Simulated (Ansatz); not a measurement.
# CaMg: the cost of one run

Computed with the Python package of Ansatz 0.2.0. Level of theory: DFT LDA, plane waves, PAW.

## 1. The system

The structure is hexagonal, space group P-6m2 (No. 187). Conventional cell: a = 3.668 Å, b = 3.668 Å, c = 5.622 Å, α = 90.00°, β = 90.00°, γ = 120.00°. Ca (site symmetry -6m2) has 6 Mg at 3.52 Å and 6 Ca at 3.67 Å as nearest neighbours. Around Mg (site symmetry -6m2) lie 6 Ca at 3.52 Å and 6 Mg at 3.67 Å.

The script reads camg.cif:

```cif
data_CaMg
_cell_length_a 3.668119
_cell_length_b 3.668119
_cell_length_c 5.622298
_cell_angle_alpha 90.00000
_cell_angle_beta 90.00000
_cell_angle_gamma 120.00000
_symmetry_space_group_name_H-M 'P 1'
_symmetry_Int_Tables_number 1
loop_
_symmetry_equiv_pos_as_xyz
'x, y, z'
loop_
_atom_site_label
_atom_site_type_symbol
_atom_site_fract_x
_atom_site_fract_y
_atom_site_fract_z
Ca1 Ca    0.000000    0.000000    0.500000
Mg2 Mg    0.666667    0.333333    0.000000
```

## 2. The script

The input, camg_field.py:

```python
"""A slab of CaMg in an electric field."""

import logging
import sys
import warnings

import ansatz as az
from ase.build import surface
from ase.io import read
import numpy as np
from tabulate import tabulate

logging.basicConfig(stream=sys.stdout, format="[%(levelname)s] %(message)s")
logger = logging.getLogger("run")
logger.setLevel(logging.INFO)

warnings.simplefilter("ignore", az.DeckWarning)

atoms = read("camg.cif")
# Miller indices count the vectors of the cell as typed
rows = []
for value in [0.0, 0.1, 0.2, 0.3]:
    slab = surface(atoms, (0, 1, 0), 2, vacuum=8.0)
    slab.pbc = True
    calculation = az.Crystal.from_ase(slab).calculation()
    calculation = calculation.functional("lda").accuracy("low")
    calculation = calculation.occupations("Gaussian", width=0.02)
    calculation = calculation.kpoints(3, 5, 1)
    calculation = calculation.electric_field(axis=3, dipole_correction=True, amplitude=value)
    r = calculation.run().report
    face = r["work_function"]
    rows.append((value, len(slab), r["free_energy_ev"], face["dipole_moment_e_ang"], face.get("phi_plus_ev"), face.get("phi_minus_ev")))

print(tabulate(rows, headers=["field (V/A)", "atoms", "F (eV)", "dipole (e A)", "phi upper (eV)", "phi lower (eV)"], floatfmt=".4f", missingval="-"))
logger.info(f"induced dipole per field: {np.polyfit([row[0] for row in rows], [row[3] for row in rows], 1)[0]:.3f} e A^2/V")
```

## 3. The input behind the calls

The engine receives this input (first run):

```yaml
crystal:
  lattice:
    - [5.622298, 0.0, 0.0]
    - [0.0, 3.668119, 0.0]
    - [0.0, 0.0, 20.235577925244417]
  atoms:
    - { symbol: Ca, position: [0.5000000000000001, 0.0, 0.39534329237119487] }
    - { symbol: Mg, position: [3.431021906639133e-17, 0.5000005000000002, 0.4476716069393223] }
    - { symbol: Ca, position: [0.5000000000000001, 0.5000000000000002, 0.5523283930606777] }
    - { symbol: Mg, position: [3.431021906639133e-17, 5.000000003768027e-07, 0.6046567076288052] }
accuracy: low
kpoints:
  mp_grid:
    grid: [3, 5, 1]
hamiltonian:
  xc: lda
efield:
  axis: 3
  amplitude: 0.0
  dipole_correction: true
scf:
  occupations:
    method: gaussian
    width: 0.02
```

## 4. Launch

Launch:

```console
$ python camg_field.py
```

What time and memory should one allow on 1 thread of Arm Neoverse V2, shared host?

About 28 s, with a peak of 0.52 GiB.
